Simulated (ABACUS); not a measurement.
## DyAgB4F16 in ABACUS: the effect of strain along c

The system is DyAgB4F16.

```xyz
22
Lattice="5.4045 -0.1268 -0.0447 0.1477 6.8636 0.0983 0.4978 1.1834 8.8557" Properties=species:S:1:pos:R:3 pbc="T T T"
Dy    3.0456    0.6820    4.1627
Ag    0.6501    7.7734    8.8336
B     5.4938    1.7303    2.8074
B     3.4135    2.4331    7.0760
B     2.7904    5.7893    2.0496
B     5.8158    5.7290    5.8969
F     1.2970    2.0977    3.5402
F     5.1357    0.3480    3.0602
F     0.2163    2.1355    1.6117
F     4.4063    2.4326    3.4001
F     3.0397    3.7193    7.2383
F     4.7965    2.2159    7.1702
F     2.7277    1.5064    7.8483
F     3.0626    2.0643    5.7296
F     1.5764    5.3530    1.6253
F     2.6429    0.3933    2.0121
F     2.9591    5.4495    3.3845
F     3.8647    5.3498    1.3586
F     0.4085    4.6569    5.3874
F     1.4985    6.7015    5.3843
F     0.5306    5.8749    7.2225
F     4.5779    6.4773    5.5538
```

The cell was built by a generator and needn't be a form met in nature.

The cell isn't the ideal one: cell strained by -0.06 along c.

Alike in all runs:

```yaml
Program: ABACUS 3.10.1
Task: single point
Functional: PBE
Potentials_or_basis: PseudoDojo NC SR 0.4.1 PBE standard, lanthanides 3+ (f in core)
Cutoff: 1361 eV
Density_cutoff: 5442 eV
Basis: DZP LCAO (the cutoffs set its grid)
k_mesh: 4 × 3 × 2
Occupations: fermi-dirac, width 0.05 eV
Spin: no spin polarisation
Radial_cutoff_of_the_potentials_pseudo_rcut: 10 bohr
SCF_threshold_on_the_density: 1e-07
Max_SCF_steps: 100
Eigensolver: genelpa
Mixing: broyden
Mixing_share: 0.7
```

```tsv
strain along c	gap on the mesh (eV)	largest force (eV/Å)
-0.06	4.41	5.05
-0.03	4.38	2.77
0	4.35	0.96
0.03	4.31	0.72
0.06	?	?
```

What does the run with strain along c 0.06 give?

gap on the mesh 4.28 eV; largest force 1.74 eV/Å.

Worked out: A straight line through the other rows of the gap on the mesh, of slope -1.1 eV per unit of strain along c, extrapolates to 4.28 eV, against the run's 4.28. A parabola through the other rows of the largest force, of slope 35.7 eV/Å per unit of strain along c there, extrapolates to 1.23 eV/Å, against the run's 1.74. The fit is too stiff a form for this range.

Caveats: the atomic orbitals were generated for these runs and aren't a published set; spin-orbit coupling is left out, which moves the levels of the heavy elements; an odd mesh through Γ misses points on the zone boundary, where band edges often lie; the 4f electrons are frozen in the core as for a trivalent ion, so they carry no moment and show no levels; the basis of atomic orbitals isn't converged, which shifts pressures, moduli and gaps; forces of over 1 eV/Å show positions far from the minimum, so gaps and moduli don't describe the material at rest (some runs).
